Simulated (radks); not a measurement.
**Ag⁴⁺ in [Ar] 3d10 4s1.5 4p6 4d7 5s0.5: an all-electron calculation**

What are the levels of the silver ion Ag4+, how large are its shells, and how does its energy divide?

Program: radks (a radial shooting solver on a logarithmic mesh, Libxc functionals) version 1. Level of theory: scalar-relativistic Kohn-Sham, LDA (Slater exchange, Perdew-Wang correlation), spin-polarised, spherical densities, finite nucleus; open shells are filled with parallel spins first. These are calculated values, not measurements, unless marked.

## Step 1: What is computed

* element: silver (Z = 47)
* charge: +4
* electrons: 43
* configuration: [Ar] 3d10 4s1.5 4p6 4d7 5s0.5
* nuclear rms radius: 4.5454 fm

## Step 2: The calculation

Settings of this run:

```text
Z 47
configuration [Ar] 3d10 4s1.5 4p6 4d7 5s0.5
relativity scalar-relativistic
functional lda,pw
spin polarised
nucleus finite rms 4.5454 fm
c 137.035999084
```

Command:

```sh
$ python run_ks.py task.json out
```

All runs below come from this command, one after another.

**Question.** What will this run give?

As calculated:

| quantity | value |
| --- | --- |
| total energy | -5304.75893 hartree |
| exchange-correlation share of it | 2.68 % |
| −T/E | 1.0386 |
| highest occupied level | 5s up, -45.464 eV |
| most extended occupied level | 5s up, <r> = 2.13 bohr |
| radius at density 0.001 e/bohr³ | 3.14 bohr |
| maxima of the radial density | 4 |

5 principal shells are occupied and 4 maxima appear in the radial density; where shells overlap, one shows as a shoulder or not at all. Relativity lifts −T/E to 1.039. This is not the tabulated ground configuration, so its levels and sizes aren't those of the ground state, and no measured value stands beside it.
